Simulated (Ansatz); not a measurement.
# CH4FMoNO2: the cost of one run

Program: Ansatz 0.2.0, Gaussian basis. Level of theory: the settings change from run to run. These are calculated values, not measurements.

## 1. The molecule

The geometry comes from an earlier relaxation with PBE0-D4 in a triple-zeta def2 set; it is a stationary point, not always the lowest conformer. Mo takes a core potential in def2 sets; no spin-orbit term is included.

SMILES `C[N]=[Mo](=[O])([OH])[F]`, 10 atoms, charge 0, spin multiplicity 1.

Atoms are counted from 1 here; the program's logs count them from 0.

Bond lengths: C1–N2 1.420 Å, C1–H7 1.096 Å, C1–H8 1.094 Å, C1–H9 1.095 Å, N2–Mo3 1.718 Å, Mo3–O4 1.676 Å, Mo3–O5 1.877 Å, Mo3–F6 1.863 Å, O5–H10 0.959 Å. Angles: N2–C1–H7 111.3°, N2–C1–H8 109.9°, N2–C1–H9 109.9°, H7–C1–H8 109.0°, H7–C1–H9 108.9°, H8–C1–H9 107.8°, C1–N2–Mo3 150.8°, N2–Mo3–O4 106.8°, N2–Mo3–O5 108.3°, N2–Mo3–F6 108.0°, O4–Mo3–O5 110.1°, O4–Mo3–F6 111.4°, O5–Mo3–F6 112.0°, Mo3–O5–H10 123.4°.

## 2. LC-wPBE/def2-TZVPP

Set apart from the defaults: high accuracy.

The input, in.yaml:

```yaml
crystal:
  periodic: [false, false, false]
  atoms:
    - {symbol: C, position_ang: [-1.218873, -0.832699, -0.947866]}
    - {symbol: N, position_ang: [-0.473146, 0.073728, -0.148973]}
    - {symbol: Mo, position_ang: [0.739904, 0.388344, 1.025890]}
    - {symbol: O, position_ang: [1.421035, -1.089025, 1.428491]}
    - {symbol: O, position_ang: [2.035230, 1.505992, 0.252836]}
    - {symbol: F, position_ang: [-0.077940, 1.184631, 2.497721]}
    - {symbol: H, position_ang: [-0.867632, -1.862365, -0.815675]}
    - {symbol: H, position_ang: [-2.278579, -0.780391, -0.679405]}
    - {symbol: H, position_ang: [-1.127462, -0.560467, -2.004231]}
    - {symbol: H, position_ang: [1.930560, 1.921050, -0.605888]}
basis:
  gaussian: {orbitals: def2-TZVPP}
hamiltonian: {xc: {name: LC-wPBE}}
accuracy: high
```

Run with:

```
ansatz run in.yaml --threads 8 --pin off --events-out ev --progress --plain --max-ram 18278MiB
```

Q: Estimate wall time and peak memory on 8 threads of Arm Neoverse V2, shared host.

About 10 s, with a peak of 2.2 GiB.
